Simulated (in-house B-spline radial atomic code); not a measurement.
# W⁶⁴⁺: ionisation energy by several methods

Wanted: one ionisation energy, W⁶⁴⁺ to configuration [He] 2s2 2p5, up the ladder of functionals.

Program: in-house B-spline radial atomic code version 1. Level of theory: Dirac-Coulomb, several functionals; spherical all-electron atom at the radial basis limit. These are calculated values, not measurements, unless marked.

**1. The system**

```
element       : tungsten (Z = 74)
charge        : +64
electrons     : 10
configuration : [He] 2s2 2p6
nucleus       : Fermi, rms radius 5.366 fm
```

Outer shells as boxes (Hund's rule):

[He] 2s2 2p6
```
[He] core
2s [↑↓]
2p [↑↓][↑↓][↑↓]
```

**2. RPBE**

The run's settings:

```ini
Z = 74
electrons = 10.0
configuration = [He] 2s2 2p6
hamiltonian = dirac
method = rpbe,pbe
spin_polarised = False
nucleus = fermi
rms_radius = 5.3658
mass_number = 184
atomic_mass = 183.95093318
speed_of_light = 137.035999084
```

**3. relativistic LDA**

The settings differ from step 2 so:

```diff
@@ -4,3 +4,3 @@
 hamiltonian = dirac
-method = rpbe,pbe
+method = lda_x_rel,vwn
 spin_polarised = False
```

**4. PBE**

The settings differ from step 3 so:

```diff
@@ -4,3 +4,3 @@
 hamiltonian = dirac
-method = lda_x_rel,vwn
+method = pbe,pbe
 spin_polarised = False
```

**5. AM05**

The settings differ from step 4 so:

```diff
@@ -4,3 +4,3 @@
 hamiltonian = dirac
-method = pbe,pbe
+method = am05
 spin_polarised = False
```

The tabulated ionisation energy is 15566 ± 11 eV (semi-empirical; NIST Atomic Spectra Database). What does each method give, and which comes nearest?

As calculated:

| method | rung | total energy (hartree) | ΔSCF (eV) | −ε highest (eV) | ΔSCF less tabulated (eV) |
| --- | --- | --- | --- | --- | --- |
| relativistic LDA | LDA | -11040.1899 | 16065.0 | 15428.1 (2p3/2) | +499.0 |
| RPBE | GGA | -11075.8648 | 16109.2 | 15467.9 (2p3/2) | +543.2 |
| PBE | GGA | -11075.0079 | 16109.1 | 15467.7 (2p3/2) | +543.1 |
| AM05 | GGA | -11067.1387 | 16102.6 | 15461.9 (2p3/2) | +536.6 |

The tabulated ionisation energy is 15566 ± 11 eV (semi-empirical; NIST Atomic Spectra Database). relativistic LDA comes nearest (+499.0 eV) and RPBE is farthest (+543.2 eV, 3.5 %). All methods miss on the same side by much the same amount, which points to something that they share. PBE is off by +543.1 eV. Open shells are averaged (over orientations, and over spins where the run is restricted), while tables refer to the lowest levels. For the semilocal functionals minus the highest level recovers only 96 % of their own ΔSCF value, a mark of self-interaction.
